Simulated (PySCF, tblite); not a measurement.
**C7H11BSe: geometry, infrared bands and NMR shifts**

What infrared bands and NMR shifts should C7H11BSe (`CB(C)c1ccc(C)[se]1`) show?

The runs use tblite 0.8.0 and PySCF 2.14.0, with density-fitted response routines of our own; the level of theory stands in each step. All values are computed, except where a source is named. Atoms are numbered from 0 throughout.

## Step 1: The starting structure

20 atoms, charge 0, multiplicity 1; geometry from: force field or distance geometry start.

Bonds of the start (Å): C0–B1 1.59, B1–C2 1.57, B1–C3 1.58, C3–C4 1.34, C4–C5 1.34, C5–C6 1.36, C6–C7 1.51, C6–Se8 2.00, Se8–C3 2.05, C0–H9 1.12, C0–H10 1.12, C0–H11 1.12, C2–H12 1.10, C2–H13 1.09, C2–H14 1.13, C4–H15 1.13, C5–H16 1.13, C7–H17 1.12, C7–H18 1.11, C7–H19 1.11.

## Step 2: Geometry optimisation with GFN2-xTB

Job settings and geometry (Å):

```
{"job": {"kind": "relax", "xc": "GFN2-xTB", "basis": "xTB"}, "charge": 0, "multiplicity": 1}
C     -2.746100    -1.212400    -0.307000
B     -1.901500     0.012500     0.255500
C     -2.572800     1.434700     0.235700
C     -0.323900     0.011700     0.129300
C      0.409300    -0.758300    -0.684500
C      1.741900    -0.675600    -0.716100
C      2.399900     0.190000     0.106800
C      3.889600     0.391900     0.202100
Se     1.011600     1.141500     1.192900
H     -3.796800    -1.195300     0.081400
H     -2.282200    -2.195200    -0.046900
H     -2.815200    -1.132400    -1.422500
H     -3.260600     1.469800    -0.624900
H     -3.047100     1.714400     1.173500
H     -1.797200     2.229500     0.047600
H     -0.125700    -1.479600    -1.373200
H      2.357300    -1.314000    -1.410000
H      4.188300     0.402900     1.284800
H      4.205300     1.368800    -0.209000
H      4.460700    -0.394300    -0.327900
```

Run with:

```sh
$ OMP_NUM_THREADS=1 python probes_run.py task.json out
```

One launch serves the whole session: the jobs run in the order shown.

**Question.** This job is followed by: GFN2-xTB harmonic vibrations, gas phase; GIAO PBE0/pcSseg-1 NMR shielding, non-relativistic, gas phase. What will the session give for the following? strongest single infrared mode (GFN2-xTB); zero-point energy (GFN2-xTB); ¹³C shifts against TMS (PBE0/pcSseg-1, means over atoms taken as alike); ¹H shifts against TMS (PBE0/pcSseg-1, means over atoms taken as alike); ¹¹B shifts against BF3·OEt2 (PBE0/pcSseg-1); ⁷⁷Se shifts against Me2Se (PBE0/pcSseg-1).

**Answer**, as computed:

```
                                                               quantity                                       value
                              strongest single infrared mode (GFN2-xTB)                       1445 cm⁻¹, 254 km/mol
                                           zero-point energy (GFN2-xTB)                               98.9 kcal/mol
¹³C shifts against TMS (PBE0/pcSseg-1, means over atoms taken as alike)  176.6, 169.9, 147.4, 134.9, 21.7, 12.4 ppm
 ¹H shifts against TMS (PBE0/pcSseg-1, means over atoms taken as alike)                  7.78, 7.15, 2.90, 1.07 ppm
                            ¹¹B shifts against BF3·OEt2 (PBE0/pcSseg-1)                                    66.8 ppm
                              ⁷⁷Se shifts against Me2Se (PBE0/pcSseg-1)                                     679 ppm
```

In words: Relaxing lowered the energy by 0.978 eV in 107 steps; the close pair that moved most is C3–Se8, from 2.047 to 1.900 Å. No mode is imaginary among the 54: a minimum at this level. The strongest single mode, at 1445 cm⁻¹, is carried by C4, C3, C5, C6. Unscaled tight-binding wavenumbers are off by several per cent, some by more. Its intensities can rank the bands wrongly. At PBE0/pcSseg-1: Shielding is most anisotropic at Se8 (span 635 ppm, paramagnetic term -1922 ppm). NICS(1)zz of -21 ppm above the planar ring from C3 marks a diatropic (aromatic) ring current. Spin-orbit coupling is left out, which matters for shieldings and couplings at and beside the heavy atoms.
